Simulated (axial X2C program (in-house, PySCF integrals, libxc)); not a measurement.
**All-electron X2C curves of RuSe⁻**

Aim: find the lowest determinant of RuSe⁻, scan the bond at several levels and fit the constants, once spin-free and once with spin–orbit coupling.

Computed with an in-house X2C program for linear molecules on PySCF integrals. Level: all-electron X2C, Ru dyall-acv3z, Se dyall-acv3z.

All values are calculated.

## (1) Set-up

Input file task.json:

```json
{
 "zs": [
  44,
  34
 ],
 "q": -1,
 "bas": [
  "dyall-acv3z",
  "dyall-acv3z"
 ],
 "levels": [
  "PBE0",
  "HF",
  "PBE"
 ],
 "cc": true,
 "r0": 2.21,
 "thr": -2.0,
 "nmax": 90,
 "npts": 10,
 "nst": 2,
 "ntry": 6
}
```

Keys: zs atomic numbers; q charge; bas basis sets; levels methods (HF also brings MP2); cc coupled cluster on or off; r0 starting distance in Å; thr threshold in hartree for freezing inner shells (an s shell follows its p shell); nmax most natural virtual spinors; npts points asked for on the curve; nst determinants followed; ntry starts of the search.

Launch:

```console
$ python so2c.py task.json out
```

Spin-free means the one-electron spin-free X2C Hamiltonian; two-component (2c) means X2C with spin–orbit coupling and atomic mean-field two-electron Coulomb and Gaunt terms. Basis: Ru dyall-acv3z contracted to [13s13p9d5f3g], Se dyall-acv3z contracted to [9s10p7d5f1g]; Gaussian nuclei, density fitting. Masses: Ru 101.904 u, Se 79.917 u.

Notation: σ, π±, δ± give the projection m of an orbital's angular momentum (0, ±1, ±2), α and β its spin, Λ and M_S the sums; ω is the projection of a spinor's total angular momentum and Ω the sum. Logs are in hartree.

The results follow Hamiltonian by Hamiltonian and level by level.

## (2) Search for the lowest determinant

Determinants are compared with PBE0 at 2.210 Å.

Spin-free determinants:

| ΔE (eV) | state | open shells |
| --- | --- | --- |
| 0.00 | M_S = 3/2, Λ = 2 | beyond closed shells: π+α, π-α, δ+α, δ+β, δ-α |
| 0.36 | M_S = 5/2, Λ = 2 | beyond closed shells: 2 × σα, π+α, π-α, δ+α, δ+β, δ-α |
| 0.52 | M_S = 3/2, Λ = 3 | beyond closed shells: σα, π+α, π+β, π-α, δ+α, δ+β, δ-α |
| 0.62 | M_S = 3/2, Λ = 1 | beyond closed shells: σα, π+α, π-α, π-β, δ+α, δ+β, δ-α |
| 0.82 | M_S = 3/2, Λ = 0 | beyond closed shells: σα, δ+α, δ-α |
| 1.11 | M_S = 5/2, Λ = 1 | beyond closed shells: 2 × σα, π+α, π+β, π-α, δ+α, δ-α |
| 1.65 | M_S = 5/2, Λ = 3 | beyond closed shells: σα, 2 × π+α, π-α, δ+α, δ+β, δ-α |

Two-component determinants:

```tsv
ΔE (eV)	state	open shells
0.00	Ω = 7/2	excess of +ω over −ω: ω = -1/2, ω = 3/2, ω = 5/2
0.21	Ω = 1/2	excess of +ω over −ω: ω = 1/2
0.35	Ω = 9/2	excess of +ω over −ω: ω = 1/2, ω = 3/2, ω = 5/2
0.57	Ω = 5/2	excess of +ω over −ω: ω = 5/2
0.64	Ω = 3/2	excess of +ω over −ω: ω = 1/2, ω = -3/2, ω = 5/2
0.68	Ω = 5/2	excess of +ω over −ω: ω = 5/2
0.72	Ω = 1/2	excess of +ω over −ω: ω = -1/2, ω = -3/2, ω = 5/2
```

## (3) PBE0, spin-free

State followed: M_S = 3/2, Λ = 2 (beyond closed shells: π+α, π-α, δ+α, δ+β, δ-α). The scan is laid around 2.249 Å, a first estimate of the minimum, and this SCF restarts from the orbitals of the search.

Output at 2.249 Å:

```text
spin-free X2C-1e  PBE0
basis functions 277  fitting functions 1386  grid points 5801
iter        total energy     max residual
   1      -6950.155808731     1.68e+01
   2      -6959.679033951     5.77e-02
   3      -6953.289989982     3.72e-01
   4      -6959.679033948     7.06e-02
   5      -6959.793256564     3.41e-02
   6      -6959.829028686     1.90e-02
   7      -6959.847199626     5.89e-03
   8      -6959.848571233     2.05e-03
   9      -6959.848745717     3.33e-04
  10      -6959.848755882     2.09e-04
  11      -6959.848759008     9.01e-05
  12      -6959.848759501     3.96e-05
  13      -6959.848759597     1.69e-05
  14      -6959.848759639     8.19e-06
  15      -6959.848759658     5.05e-06
  16      -6959.848759670     2.88e-06
  17      -6959.848759675     7.03e-07
  18      -6959.848759675     1.55e-07
converged
one-electron -10346.64129867  Coulomb 3257.83962874  exact exchange -54.84670603  xc functional -168.20087617  nuclear repulsion 352.00049246
```

Along the bond, energies from the lowest point:

| R (Å) | E (eV) | μ (D) | HOMO (eV) | LUMO (eV) | iterations |
| --- | --- | --- | --- | --- | --- |
| 1.957 | 1.0602 | -1.05 | 0.08 | 1.85 | 19 |
| 2.047 | 0.4199 | -1.53 | 0.04 | 1.83 | 19 |
| 2.114 | 0.1572 | -1.93 | -0.01 | 1.82 | 19 |
| 2.182 | 0.0292 | -2.36 | -0.06 | 1.81 | 18 |
| 2.249 | 0.0000 | -2.81 | -0.11 | 1.77 | 18 |
| 2.328 | 0.0553 | -3.34 | -0.19 | 1.71 | 19 |
| 2.406 | 0.1762 | -3.86 | -0.28 | 1.62 | 19 |
| 2.508 | 0.3906 | -4.47 | -0.41 | 1.51 | 19 |
| 2.631 | 0.6967 | -5.08 | -0.58 | 1.38 | 19 |
| 2.811 | 1.1508 | -5.57 | -0.62 | 1.24 | 18 |

Dipoles are positive if Se is the positive end and refer to the centre of mass.

Outer orbitals at the reference distance:

| symmetry | occupied | ε (eV) | atomic character |
| --- | --- | --- | --- |
| σα | yes | -12.88 | 72% Se s, 11% Ru d, 9% Ru p |
| σβ | yes | -12.58 | 71% Se s, 11% Ru d, 10% Ru p |
| σα | yes | -3.65 | 50% Ru d, 42% Se p, 4% Se s |
| π+α | yes | -3.51 | 79% Ru d, 19% Se p |
| π-α | yes | -3.51 | 79% Ru d, 19% Se p |
| σβ | yes | -3.09 | 57% Se p, 34% Ru d, 4% Se s |
| δ-α | yes | -2.19 | 99% Ru d |
| δ+α | yes | -2.19 | 99% Ru d |
| π+β | yes | -1.60 | 61% Se p, 30% Ru d, 5% Ru p |
| π-β | yes | -1.57 | 63% Se p, 29% Ru d, 5% Ru p |
| σα | yes | -0.90 | 39% Ru s, 28% Ru d, 28% Se p |
| π+α | yes | -0.73 | 62% Se p, 21% Ru d, 11% Ru p |
| π-α | yes | -0.73 | 62% Se p, 21% Ru d, 11% Ru p |
| δ+β | yes | -0.53 | 99% Ru d |
| σβ | yes | -0.11 | 38% Ru s, 38% Ru d, 19% Se p |
| σα | no | 1.77 | 55% Ru p, 32% Ru s, 6% Se p |
| σβ | no | 1.80 | 77% Ru p, 19% Ru s, 2% Ru d |
| π+β | no | 1.95 | 99% Ru p |
| π-β | no | 1.95 | 99% Ru p |

PBE0 fields in the half plane through the axis: z from -2.4 to 4.5 Å across, distance from the axis 0.15 to 2.25 Å upwards; Ru lies at z = 0 and Se at z = 2.249 Å; the ELF is damped to zero where the density is low.

log10 density (e/bohr³). Ten even steps from '0' (-3.94 ) to '9' (1.72 ):
```
001111222222222221111000
001122222222222222221100
011222333333333333322110
011223344433334444332211
011233445444444444433211
012234556554445555443221
012335667765555775543321
012345679765557997544321
```

ELF. Ten even steps from '0' (0.00 ) to '9' (0.83 ):
```
001234454322122333221000
001234554432234565532100
001234444332356787754200
001123344322478999875310
000012344322589999987420
000012478632686447997521
000013786863662442798531
000015927294634774498631
```

Re = 2.239 Å, ωe = 316 cm⁻¹, ωexe = 0.95 cm⁻¹, Be = 0.07507 cm⁻¹, De = 2.98 eV, μ = -2.75 D.

## (4) HF, spin-free

The SCF at the reference distance of 2.249 Å:

```text
spin-free X2C-1e  HF
basis functions 277  fitting functions 1386  grid points 5801
iter        total energy     max residual
   1      -6956.188001586     2.99e-01
   2      -6956.233354693     1.01e-02
   3      -6956.238701448     1.17e-02
   4      -6956.242459354     4.61e-03
   5      -6956.244120323     2.56e-03
   6      -6956.244756989     1.35e-03
   7      -6956.245017783     8.79e-04
   8      -6956.245138221     5.39e-04
   9      -6956.245177974     2.31e-04
  10      -6956.245192574     2.02e-04
  11      -6956.245201048     2.19e-04
  12      -6956.245208151     2.29e-04
  13      -6956.245205257     2.26e-04
  14      -6956.245188750     2.15e-04
  15      -6956.245159930     1.78e-04
  16      -6956.245153056     1.55e-04
  17      -6956.245150947     9.41e-05
  18      -6956.245150538     2.78e-05
  19      -6956.245150817     1.40e-05
  20      -6956.245150821     7.90e-06
  21      -6956.245150832     3.57e-06
  22      -6956.245150835     1.64e-06
  23      -6956.188001586     4.45e-01
  24      -6956.233419652     1.51e-02
  25      -6956.239149582     1.08e-01
  26      -6956.243739321     2.61e-02
  27      -6956.244666992     4.32e-03
  28      -6956.244999681     9.95e-03
  29      -6956.245114365     4.71e-03
  30      -6956.245160677     5.47e-04
  31      -6956.245176103     1.71e-03
  32      -6956.245187569     1.11e-03
  33      -6956.245202645     4.74e-04
  34      -6956.245232810     2.16e-03
  35      -6956.245309947     5.95e-03
  36      -6956.245381543     9.32e-03
  37      -6956.245607454     8.29e-03
  38      -6956.245786045     1.75e-03
  39      -6956.245826557     6.80e-03
  40      -6956.246046055     5.81e-04
  41      -6956.246084772     4.03e-04
  42      -6956.246095093     3.56e-04
  43      -6956.246110802     3.86e-04
  44      -6956.246116084     1.82e-04
  45      -6956.246119379     2.26e-04
  46      -6956.246120170     1.59e-04
  47      -6956.246120359     3.08e-05
  48      -6956.246120404     2.47e-05
  49      -6956.246120422     2.65e-05
  50      -6956.246120426     8.47e-06
  51      -6956.246120426     1.66e-06
converged
one-electron -10346.15206660  Coulomb 3257.52048514  exact exchange -219.61503142  xc functional 0.00000000  nuclear repulsion 352.00049246
```

Re = 2.502 Å, ωe = 135.1 cm⁻¹, Be = 0.06013 cm⁻¹, De = 0.793 eV, μ = -3.39 D. ⟨S²⟩ = 4.33 against 3.75 for a pure state, so this determinant mixes spins.

## (5) PBE, spin-free

Output at 2.249 Å:

```text
spin-free X2C-1e  PBE
basis functions 277  fitting functions 1386  grid points 5801
iter        total energy     max residual
   1      -6959.758219555     1.01e-01
   2      -6959.754887791     1.73e-02
   3      -6959.620348772     5.30e-02
   4      -6959.753228974     1.52e-02
   5      -6959.765949289     1.17e-03
   6      -6959.765942157     1.62e-03
   7      -6959.766055898     2.43e-04
   8      -6959.766056172     1.26e-04
   9      -6959.766056708     1.29e-05
  10      -6959.766056714     1.04e-05
  11      -6959.766056717     3.95e-06
  12      -6959.766056718     5.47e-07
converged
one-electron -10345.56627818  Coulomb 3256.69810874  exact exchange 0.00000000  xc functional -222.89837974  nuclear repulsion 352.00049246
```

Re = 2.240 Å, ωe = 320 cm⁻¹, ωexe = 0.89 cm⁻¹, Be = 0.07502 cm⁻¹, De = 3.62 eV, μ = -1.26 D.

## (6) MP2 and beyond, spin-free

Correlated methods: 15 electrons correlated (frozen shells, counted by type: Ru 4 s, 3 p, 1 d; Se 3 s, 2 p, 1 d), 353 virtual spinors in MP2, 90 natural virtuals in coupled cluster.

Output of the correlated part at 2.249 Å:

```text
correlated 15  virtual 353  natural virtual 90  E(MP2) -0.414825342  MP2 remainder -0.045031402
iter   CCSD correlation   residual
   1     -0.361841687   1.77e-01
   2     -0.372844114   8.97e-02
   3     -0.378473487   4.91e-02
   4     -0.380158920   2.80e-02
   5     -0.381324633   1.54e-02
   6     -0.381607529   6.03e-03
   7     -0.381710447   2.81e-03
   8     -0.381745042   1.31e-03
   9     -0.381734373   7.58e-04
  10     -0.381745902   3.68e-04
  11     -0.381740581   1.75e-04
  12     -0.381743599   8.78e-05
  13     -0.381742811   4.95e-05
  14     -0.381742695   2.95e-05
  15     -0.381742615   1.76e-05
  16     -0.381742649   1.05e-05
  17     -0.381742630   5.76e-06
(T) -0.021052172  T1 0.0710  D1 0.1693  max T2 0.062
```

T1 in the output is the amplitude norm over the root of the electron number; divide by √2 for the Lee–Taylor value.

MP2: No constants are quoted: the reference is strongly spin-contaminated.

CCSD: Re = 2.250 Å, ωe = 323 cm⁻¹, Be = 0.07433 cm⁻¹, De = 2.62 eV. T1 at Re = 0.050 (Lee–Taylor, the printed value over √2).

CCSD(T): Re = 2.239 Å, ωe = 336 cm⁻¹, ωexe = 0.744 cm⁻¹, Be = 0.07509 cm⁻¹, De = 2.79 eV. T1 at Re = 0.050 (Lee–Taylor, the printed value over √2).

## (7) A higher determinant, spin-free

State: M_S = 5/2, Λ = 2 (beyond closed shells: 2 × σα, π+α, π-α, δ+α, δ+β, δ-α).

Output at the reference distance:

```text
spin-free X2C-1e  PBE0
basis functions 277  fitting functions 1386  grid points 5801
iter        total energy     max residual
   1      -6950.434104979     1.76e+01
   2      -6959.718963165     4.66e-02
   3      -6959.140327598     1.10e-01
   4      -6959.774051665     4.45e-02
   5      -6959.829987173     1.09e-02
   6      -6959.836650506     3.36e-03
   7      -6959.837318576     5.21e-04
   8      -6959.837336321     2.43e-04
   9      -6959.837340417     5.65e-05
  10      -6959.837341024     4.85e-05
  11      -6959.837341152     1.71e-05
  12      -6959.837341169     6.54e-06
  13      -6959.837341173     4.75e-06
  14      -6959.837341175     5.92e-07
converged
one-electron -10344.38918787  Coulomb 3255.60702074  exact exchange -54.85759868  xc functional -168.19806781  nuclear repulsion 352.00049246
```

| R (Å) | E above the lowest PBE0 point (eV) |
| --- | --- |
| 1.957 | 1.793 |
| 2.047 | 1.005 |
| 2.114 | 0.640 |
| 2.182 | 0.420 |
| 2.249 | 0.311 |
| 2.328 | 0.289 |
| 2.406 | 0.350 |
| 2.508 | 0.513 |
| 2.631 | 0.790 |

Re = 2.306 Å, ωe = 298.3 cm⁻¹, ωexe = 0.686 cm⁻¹, Be = 0.07079 cm⁻¹, μ = 0.73 D. Te = 0.29 eV.

## (8) The spin-free curves together

Energy (eV) of the followed determinant, spin-free, from each level's lowest point:

| R (Å) | PBE0 | HF | MP2 (spin-contaminated) | CCSD | CCSD(T) | PBE |
| --- | --- | --- | --- | --- | --- | --- |
| 1.957 | 1.060 | 1.890 | 0.934 | n/a | n/a | 1.083 |
| 2.047 | 0.420 | 1.051 | 0.338 | 0.478 | 0.446 | 0.431 |
| 2.114 | 0.157 | 0.640 | 0.102 | 0.192 | 0.169 | 0.163 |
| 2.182 | 0.029 | 0.364 | 0.000 | 0.044 | 0.032 | 0.031 |
| 2.249 | 0.000 | 0.187 | 0.005 | 0.000 | 0.000 | 0.000 |
| 2.328 | 0.055 | 0.071 | 0.124 | 0.046 | 0.064 | 0.056 |
| 2.406 | 0.176 | 0.018 | 0.339 | 0.167 | 0.207 | 0.181 |
| 2.508 | 0.391 | 0.000 | 0.654 | 0.384 | 0.455 | 0.404 |
| 2.631 | 0.697 | 0.019 | 0.995 | n/a | n/a | 0.728 |
| 2.811 | 1.151 | 0.085 | 1.390 | n/a | n/a | 1.224 |

[end of part 1 of 2]
